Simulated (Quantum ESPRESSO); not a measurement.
# TaAs in Quantum ESPRESSO: the effect of functional

The system is TaAs, a sheet with vacuum.

```xyz
2
Lattice="3.3259 0.0000 0.0000 0.0000 3.3259 0.0000 0.0000 0.0000 25.7403" Properties=species:S:1:pos:R:3 pbc="T T T"
Ta    0.0000    0.0000    6.9957
As    1.6629    1.6629    8.0042
```

The cell was built by a generator and needn't be a form met in nature.

Alike in all runs:

```yaml
Program: Quantum ESPRESSO 7.5
Task: work function
Potentials_or_basis: SG15 PBE 1.2
Cutoff: 1020 eV
Density_cutoff: 4082 eV
k_mesh: 8 × 8 × 1
Occupations: fermi-dirac, width 0.05 eV
Spin: no spin polarisation
```

```csv
functional,largest force (eV/Å),work function (eV)
LDA,0.41,4.94
PBEsol,0.13,4.77
PBE,0.06,4.72
RPBE,0.26,4.62
revPBE,0.21,4.62
AM05,?,?
WC,0.13,4.76
rev-vdW-DF2,0.05,4.92
```

Question: What does the run with functional AM05 give?

Answer: Largest force 0.12 eV/Å; work function 4.67 eV.

Caveats: the potentials were made for another functional, which shifts forces and pressure (some runs).
